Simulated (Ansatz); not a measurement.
Crystal: Ge2Sb2Te5.

```xyz
9
Lattice="4.2941 0.0000 0.0000 -2.1470 3.7188 0.0000 0.0000 0.0000 17.1013" Properties=species:S:1:pos:R:3 pbc="T T T"
Te    2.1470    1.2396    7.1807
Te    0.0000    2.4792    9.9206
Te    0.0000    2.4792    3.4466
Te    2.1470    1.2396   13.6547
Te    0.0000    0.0000    0.0000
Sb    0.0000    0.0000    5.4736
Sb    0.0000    0.0000   11.6278
Ge    2.1470    1.2396    1.7596
Ge    0.0000    2.4792   15.3417
```

The cell comes from a database or a generator and needn't be the stable form of this composition.

- Program: Ansatz 0.2.0
- Task: relaxation of cell and atoms
- Functional: PBE
- Dispersion: D3(BJ)
- Potentials or basis: Ansatz PAW
- Cutoff: 420 eV (not typed: the program's choice for these potentials)
- k mesh: 7 × 7 × 2
- Occupations: fermi-dirac, width 0.05 eV
- Spin: no spin polarisation

At the start: volume 30.34 Å³/atom.

How do energy, volume and symmetry change on relaxing?

It ends after 6 steps and the volume is 29.04 Å³/atom (-4.3 %); space group P-3m1 (No. 164, to 0.05 Å).

The path:
| step | energy change (eV) | largest force (eV/Å) | volume (Å³) |
| --- | --- | --- | --- |
| 1 | 0.0000 | 0.0845 | 273.09 |
| 2 | -0.0513 | 0.2618 | 260.17 |
| 3 | -0.0655 | 0.0310 | 261.46 |
| 4 | -0.0659 | 0.0253 | 262.27 |
| 5 | -0.0664 | 0.0073 | 261.40 |
| 6 | -0.0644 | 0.0074 | 261.40 |

Final structure:
```xyz
9
Lattice="4.2310 0.0000 0.0000 -2.1155 3.6642 0.0000 0.0000 0.0000 16.8612" Properties=species:S:1:pos:R:3 pbc="T T T"
Te    2.1155    1.2214    7.0911
Te    0.0000    2.4428    9.7702
Te    0.0000    2.4428    3.3588
Te    2.1155    1.2214   13.5024
Te    0.0000    0.0000    0.0000
Sb    0.0000    0.0000    5.3657
Sb    0.0000    0.0000   11.4955
Ge    2.1155    1.2214    1.6994
Ge    0.0000    2.4428   15.1618
```

Caveat: the plane-wave basis is chosen anew once the cell has moved, so the energies of steps on either side of that aren't comparable.
